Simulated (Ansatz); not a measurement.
Molecular dynamics of TiSi2

The input (input.yaml):

```yaml
accuracy: low
crystal:
  lattice:
    - [4.857382, 0.0, 0.0]
    - [0.0, 8.370057, 0.0]
    - [0.0, 0.0, 8.665588]
  atoms:
    - { symbol: Ti, position: [0.52978285, 0.52060064, 0.52994735] }
    - { symbol: Ti, position: [0.78794995, 0.71444895, 0.79738548] }
    - { symbol: Si, position: [0.53213568, 0.813189, 0.50581133] }
    - { symbol: Si, position: [0.58437037, 0.15689925, 0.53576943] }
    - { symbol: Si, position: [0.33248533, 0.06913449, 0.2884159] }
    - { symbol: Si, position: [0.22139132, 0.39655712, 0.30066493] }
    - { symbol: Ti, position: [-0.0231824, 0.01172681, 0.52037515] }
    - { symbol: Ti, position: [0.28910766, 0.22812605, 0.77283357] }
    - { symbol: Si, position: [0.00697165, 0.34299814, 0.54219825] }
    - { symbol: Si, position: [0.02189895, 0.64304142, 0.52679026] }
    - { symbol: Si, position: [0.7755142, 0.62877777, 0.28730455] }
    - { symbol: Si, position: [0.84851536, 0.92402092, 0.27931334] }
    - { symbol: Ti, position: [0.01897809, 0.50994428, 0.02855414] }
    - { symbol: Ti, position: [0.269642, 0.72195552, 0.28608699] }
    - { symbol: Si, position: [0.02304061, 0.82446862, 0.03552727] }
    - { symbol: Si, position: [0.03334977, 0.18824114, 0.02971492] }
    - { symbol: Si, position: [0.79376554, 0.11110794, 0.80621991] }
    - { symbol: Si, position: [0.75679721, 0.39843712, 0.82888242] }
    - { symbol: Ti, position: [0.48105176, -0.01671186, 0.00105476] }
    - { symbol: Ti, position: [0.78208205, 0.22997239, 0.27309548] }
    - { symbol: Si, position: [0.54056452, 0.37721273, 0.06068601] }
    - { symbol: Si, position: [0.46216686, 0.69438088, 0.02462298] }
    - { symbol: Si, position: [0.26560072, 0.54048481, 0.75551955] }
    - { symbol: Si, position: [0.33452166, 0.91630348, 0.75095738] }
basis:
  ecutwfc: 420.0
kpoints:
  mp_grid: { grid: [3, 2, 2] }
hamiltonian:
  xc: pbesol
  pseudopotentials: { kind: paw, azcp: { folder: soft_1 } }
scf:
  occupations: { method: fermi_dirac, width: 0.17 }
  lower_state_search: "off"
md:
  timestep: 2
  n_steps: 150
  ensemble: npt_langevin
  temperature: 1400.0
  initial_velocities: maxwell_boltzmann
  seed: 663623
  friction: 0.05
  pressure: 1.0
  fix_cell: [shape]
```

Command:

```bash
$ ansatz run input.yaml --threads 2 --pin off --max-ram 5120MiB --backend cpu --events-out ev --progress --plain --runs-dir out
```

It goes on from the last frame of an earlier run, with new velocities.

Output, in part (step lines):

```
md step     0: t =     0.00 fs  T =  1341.7 K  F+E_penalty+E_count = -29744.20387112 eV  E_kin = 4.162172 eV  conserved = -29738.55024549 eV  P_inst = 2.1317 GPa  V = 352.3130 Å³  selection 1  (8 SCF iters)
md step     1: t =     2.00 fs  T =  1453.1 K  F+E_penalty+E_count = -29744.04167317 eV  E_kin = 4.507958 eV  conserved = -29738.54865109 eV  P_inst = 2.4376 GPa  V = 352.3936 Å³  selection 1  (7 SCF iters)
md step     2: t =     4.00 fs  T =  1154.1 K  F+E_penalty+E_count = -29744.04050535 eV  E_kin = 3.580241 eV  conserved = -29738.54659003 eV  P_inst = 2.0799 GPa  V = 352.6704 Å³  selection 1  (7 SCF iters)
md step     3: t =     6.00 fs  T =  1295.5 K  F+E_penalty+E_count = -29744.16672261 eV  E_kin = 4.018868 eV  conserved = -29738.54923182 eV  P_inst = 1.8935 GPa  V = 353.1460 Å³  selection 1  (7 SCF iters)
md step     4: t =     8.00 fs  T =  1334.6 K  F+E_penalty+E_count = -29744.32011424 eV  E_kin = 4.140391 eV  conserved = -29738.55065916 eV  P_inst = 1.5071 GPa  V = 353.7530 Å³  selection 1  (7 SCF iters)
md step     5: t =    10.00 fs  T =  1453.5 K  F+E_penalty+E_count = -29744.47244197 eV  E_kin = 4.509009 eV  conserved = -29738.55118206 eV  P_inst = 1.1863 GPa  V = 354.3651 Å³  selection 1  (6 SCF iters)
md step     6: t =    12.00 fs  T =  1501.5 K  F+E_penalty+E_count = -29744.65608857 eV  E_kin = 4.658094 eV  conserved = -29738.55137632 eV  P_inst = 0.8175 GPa  V = 354.7934 Å³  selection 1  (6 SCF iters)
md step     7: t =    14.00 fs  T =  1551.8 K  F+E_penalty+E_count = -29744.85617370 eV  E_kin = 4.814205 eV  conserved = -29738.55161135 eV  P_inst = 0.5008 GPa  V = 354.9908 Å³  selection 1  (6 SCF iters)
[... lines left out ...]
```

The steps, from the saved trajectory:

```json
{"time (fs)": "0", "T (K)": "1342", "potential energy less start (eV)": "0.000", "conserved less start (meV/atom)": "0.00", "P (GPa)": "2.1", "volume (Å³)": "352.3"}
{"time (fs)": "10", "T (K)": "1453", "potential energy less start (eV)": "-0.269", "conserved less start (meV/atom)": "-0.04", "P (GPa)": "1.2", "volume (Å³)": "354.4"}
{"time (fs)": "20", "T (K)": "1599", "potential energy less start (eV)": "-1.171", "conserved less start (meV/atom)": "-0.07", "P (GPa)": "-0.4", "volume (Å³)": "355.4"}
{"time (fs)": "30", "T (K)": "1424", "potential energy less start (eV)": "-1.492", "conserved less start (meV/atom)": "-0.07", "P (GPa)": "-1.4", "volume (Å³)": "355.7"}
{"time (fs)": "40", "T (K)": "1564", "potential energy less start (eV)": "-1.025", "conserved less start (meV/atom)": "-0.11", "P (GPa)": "-0.8", "volume (Å³)": "354.8"}
{"time (fs)": "50", "T (K)": "1772", "potential energy less start (eV)": "-0.990", "conserved less start (meV/atom)": "-0.15", "P (GPa)": "-0.8", "volume (Å³)": "354.3"}
{"time (fs)": "60", "T (K)": "1770", "potential energy less start (eV)": "-0.929", "conserved less start (meV/atom)": "-0.19", "P (GPa)": "-1.5", "volume (Å³)": "356.0"}
{"time (fs)": "70", "T (K)": "1286", "potential energy less start (eV)": "-0.777", "conserved less start (meV/atom)": "0.07", "P (GPa)": "-2.6", "volume (Å³)": "358.4"}
{"time (fs)": "80", "T (K)": "1538", "potential energy less start (eV)": "-1.648", "conserved less start (meV/atom)": "-0.04", "P (GPa)": "-3.4", "volume (Å³)": "358.5"}
{"time (fs)": "90", "T (K)": "1418", "potential energy less start (eV)": "-2.694", "conserved less start (meV/atom)": "-0.07", "P (GPa)": "-4.7", "volume (Å³)": "358.2"}
{"time (fs)": "100", "T (K)": "1356", "potential energy less start (eV)": "-3.071", "conserved less start (meV/atom)": "-0.08", "P (GPa)": "-5.8", "volume (Å³)": "359.9"}
{"time (fs)": "110", "T (K)": "1365", "potential energy less start (eV)": "-2.937", "conserved less start (meV/atom)": "-0.01", "P (GPa)": "-5.1", "volume (Å³)": "358.6"}
{"time (fs)": "120", "T (K)": "1335", "potential energy less start (eV)": "-3.072", "conserved less start (meV/atom)": "-0.01", "P (GPa)": "-3.8", "volume (Å³)": "354.8"}
{"time (fs)": "130", "T (K)": "983", "potential energy less start (eV)": "-2.375", "conserved less start (meV/atom)": "0.06", "P (GPa)": "-2.9", "volume (Å³)": "353.9"}
{"time (fs)": "140", "T (K)": "1248", "potential energy less start (eV)": "-2.449", "conserved less start (meV/atom)": "0.00", "P (GPa)": "-1.6", "volume (Å³)": "351.3"}
{"time (fs)": "150", "T (K)": "1247", "potential energy less start (eV)": "-2.631", "conserved less start (meV/atom)": "-0.08", "P (GPa)": "0.0", "volume (Å³)": "347.2"}
{"time (fs)": "160", "T (K)": "1408", "potential energy less start (eV)": "-2.827", "conserved less start (meV/atom)": "-0.08", "P (GPa)": "1.1", "volume (Å³)": "344.7"}
{"time (fs)": "170", "T (K)": "1359", "potential energy less start (eV)": "-2.719", "conserved less start (meV/atom)": "-0.11", "P (GPa)": "2.0", "volume (Å³)": "342.4"}
{"time (fs)": "180", "T (K)": "1167", "potential energy less start (eV)": "-2.372", "conserved less start (meV/atom)": "0.01", "P (GPa)": "3.0", "volume (Å³)": "340.3"}
{"time (fs)": "190", "T (K)": "1749", "potential energy less start (eV)": "-2.449", "conserved less start (meV/atom)": "-0.27", "P (GPa)": "3.4", "volume (Å³)": "339.8"}
{"time (fs)": "200", "T (K)": "1214", "potential energy less start (eV)": "-1.967", "conserved less start (meV/atom)": "-0.05", "P (GPa)": "3.6", "volume (Å³)": "339.7"}
{"time (fs)": "210", "T (K)": "1314", "potential energy less start (eV)": "-2.370", "conserved less start (meV/atom)": "-0.03", "P (GPa)": "3.1", "volume (Å³)": "340.6"}
{"time (fs)": "220", "T (K)": "1807", "potential energy less start (eV)": "-3.145", "conserved less start (meV/atom)": "-0.37", "P (GPa)": "2.6", "volume (Å³)": "340.7"}
{"time (fs)": "230", "T (K)": "1467", "potential energy less start (eV)": "-2.780", "conserved less start (meV/atom)": "-0.09", "P (GPa)": "2.6", "volume (Å³)": "341.9"}
{"time (fs)": "240", "T (K)": "1251", "potential energy less start (eV)": "-2.263", "conserved less start (meV/atom)": "0.00", "P (GPa)": "3.2", "volume (Å³)": "341.7"}
{"time (fs)": "250", "T (K)": "1539", "potential energy less start (eV)": "-2.781", "conserved less start (meV/atom)": "-0.22", "P (GPa)": "3.0", "volume (Å³)": "341.4"}
{"time (fs)": "260", "T (K)": "1235", "potential energy less start (eV)": "-2.919", "conserved less start (meV/atom)": "-0.04", "P (GPa)": "2.7", "volume (Å³)": "340.7"}
{"time (fs)": "270", "T (K)": "1487", "potential energy less start (eV)": "-2.956", "conserved less start (meV/atom)": "-0.17", "P (GPa)": "3.2", "volume (Å³)": "339.7"}
{"time (fs)": "280", "T (K)": "1228", "potential energy less start (eV)": "-3.053", "conserved less start (meV/atom)": "-0.05", "P (GPa)": "2.8", "volume (Å³)": "339.9"}
{"time (fs)": "290", "T (K)": "1108", "potential energy less start (eV)": "-3.726", "conserved less start (meV/atom)": "-0.02", "P (GPa)": "1.2", "volume (Å³)": "341.5"}
{"time (fs)": "300", "T (K)": "1346", "potential energy less start (eV)": "-3.619", "conserved less start (meV/atom)": "-0.15", "P (GPa)": "0.7", "volume (Å³)": "343.6"}
```

The run went to its last step. The conserved energy stayed within 0.5 meV per atom of its start (net change -0.15 meV per atom), so the integration is sound. A run of 0.3 ps of so small a system gives no equilibrium averages. Limits of this set-up: coarse k mesh, PAW files made for another functional, low accuracy level. The cell's volume went from 352 to 344 Å³.

Mean squared displacements from the first frame to the last, about the centre of mass, the cell's change included: Ti 0.09 Å², Si 0.15 Å².

Last frame:

```xyz
24
Lattice="4.8169 0.0000 0.0000 0.0000 8.3003 0.0000 0.0000 0.0000 8.5934" Properties=species:S:1:pos:R:3
Ti 2.712 4.125 4.385
Ti 3.868 6.188 6.402
Si 2.535 6.614 4.503
Si 2.866 1.452 4.420
Si 1.730 1.001 2.375
Si 1.541 3.487 2.296
Ti 0.215 0.123 4.463
Ti 1.375 1.966 6.438
Si 0.266 2.984 4.433
Si 0.115 5.606 4.278
Si 3.928 4.939 2.242
Si 3.876 7.513 2.576
Ti 0.301 4.154 0.192
Ti 1.545 6.214 2.186
Si 0.218 7.035 0.148
Si 0.132 1.342 0.268
Si 3.669 0.723 6.543
Si 3.643 3.362 6.397
Ti 2.506 -0.042 0.098
Ti 3.840 2.404 2.328
Si 2.457 2.736 0.126
Si 2.584 5.551 0.004
Si 1.411 4.587 6.649
Si 1.456 7.507 6.534
```

The run took 29 min on 2 threads of Arm Neoverse V1 (shared host), peak memory 1 GiB.
